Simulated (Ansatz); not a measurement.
BClH₆Si₂, SMILES B[SiH]([SiH3])Cl, harmonic frequencies at the relaxed geometry

With Ansatz's Python interface.

Notebook, run cell by cell (the value of a cell's last expression is shown):

In [1]:
```python
import ansatz as az
from ase import Atoms
from ase.thermochemistry import IdealGasThermo
import numpy as np
```

In [2]:
```python
config = {
    "basis": "def2-SVP",
    "xc": "b3lyp",
}

geometry = (
    az.Crystal.molecule()
    .atom("B", [-1.1641, 1.3051, -0.4876])
    .atom("Si", [-0.0708, -0.1883, -0.7993])
    .atom("Si", [0.8589, -0.7742, 1.1154])
    .atom("Cl", [-1.1385, -1.7699, -1.527])
    .atom("H", [-1.9706, 1.6335, -1.3729])
    .atom("H", [-0.7761, 2.2572, 0.1392])
    .atom("H", [0.9996, 0.1629, -1.7747])
    .atom("H", [-0.1137, -1.1041, 2.0986])
    .atom("H", [1.7657, -1.9227, 0.9476])
    .atom("H", [1.6927, 0.3493, 1.6636])
)
```

In [3]:
```python
model = geometry.calculation().basis(gaussian=config["basis"]).functional(config["xc"])
symbols = [site.symbol for site in geometry.cartesian_sites]
start = np.array([site.position_ang for site in geometry.cartesian_sites], dtype=float)
report = model.relax(force_tolerance=0.003).run().report
end = np.array(report["positions_ang"])

print("final positions (A) and the move of each atom")
for symbol, xyz, old in zip(symbols, end, start):
    print(f"{symbol:2s} {xyz[0]:10.5f} {xyz[1]:10.5f} {xyz[2]:10.5f}   {np.linalg.norm(xyz - old):7.4f}")
```
```text
final positions (A) and the move of each atom
B    -1.15931    1.47160   -0.64630    0.2301
Si    0.01550   -0.13035   -0.90206    0.1462
Si    0.87721   -0.81703    1.19647    0.0935
Cl   -0.99722   -1.79002   -1.70824    0.2307
H    -2.36113    1.41782   -0.69557    0.8110
H    -0.63959    2.52433   -0.36474    0.5865
H     1.16792    0.17181   -1.80442    0.1712
H    -0.24532   -1.12960    2.12830    0.1373
H     1.71203   -2.03836    1.00816    0.1412
H     1.71301    0.26860    1.79131    0.1524
```

In [4]:
```python
minimum = az.Crystal.molecule()
for symbol, xyz in zip(symbols, end):
    minimum = minimum.atom(symbol, xyz.tolist())
vibrating = minimum.calculation()
vibrating = vibrating.basis(gaussian=config["basis"])
vibrating = vibrating.functional(config["xc"])
vibrating = vibrating.phonons(temperatures=(100, 500, 100))
vib = vibrating.run().report["vibrations"]
sums = vib["harmonic_sums"]
modes = [m["omega_inv_cm"] for m in sums["modes_at_gamma"] if m["rigid_motion"] == "no"]
print("frequencies (1/cm):", " ".join(f"{w:.0f}" for w in modes))
print("imaginary modes:", sum(w < 0 for w in modes), " zero-point energy:", round(sums["zero_point_energy_ev"], 4), "eV")
gas = IdealGasThermo(vib_energies=[w / 8065.544 for w in modes if w > 0], geometry="linear" if len(modes) == 3 * len(symbols) - 5 else "nonlinear",
                     atoms=Atoms(symbols, positions=end), symmetrynumber=1, spin=0.0)
print(f"H(298 K) - E = {gas.get_enthalpy(298.15, verbose=False):.4f} eV")
print(f"S(298 K, 1 bar) = {96485.33 * gas.get_entropy(298.15, 1e5, verbose=False):.1f} J/(mol K) with symmetry number 1")
```
```text
frequencies (1/cm): 94 109 120 159 209 391 454 500 509 604 660 691 797 869 918 941 945 1155 2196 2212 2224 2230 2576 2678
imaginary modes: 0  zero-point energy: 1.5028 eV
H(298 K) - E = 1.7433 eV
S(298 K, 1 bar) = 364.9 J/(mol K) with symmetry number 1
```

The frequencies are harmonic and unscaled, in a modest basis. The result belongs to the one conformer reached from this start, and soft torsions count as harmonic oscillators. b3lyp holds the VWN-RPA fit, as in Gaussian; the form of ORCA and Turbomole is b3lyp5. The entropy takes a symmetry number of 1; a symmetric molecule's is lower by R ln(sigma). Wall time of the script: 6.1 min on 1 thread of AMD EPYC 7R43 64-Core Processor (Zen 3) (shared host), peak memory 0.33 GiB.

(Lines on the test bed's own set-up are left out of the output.)
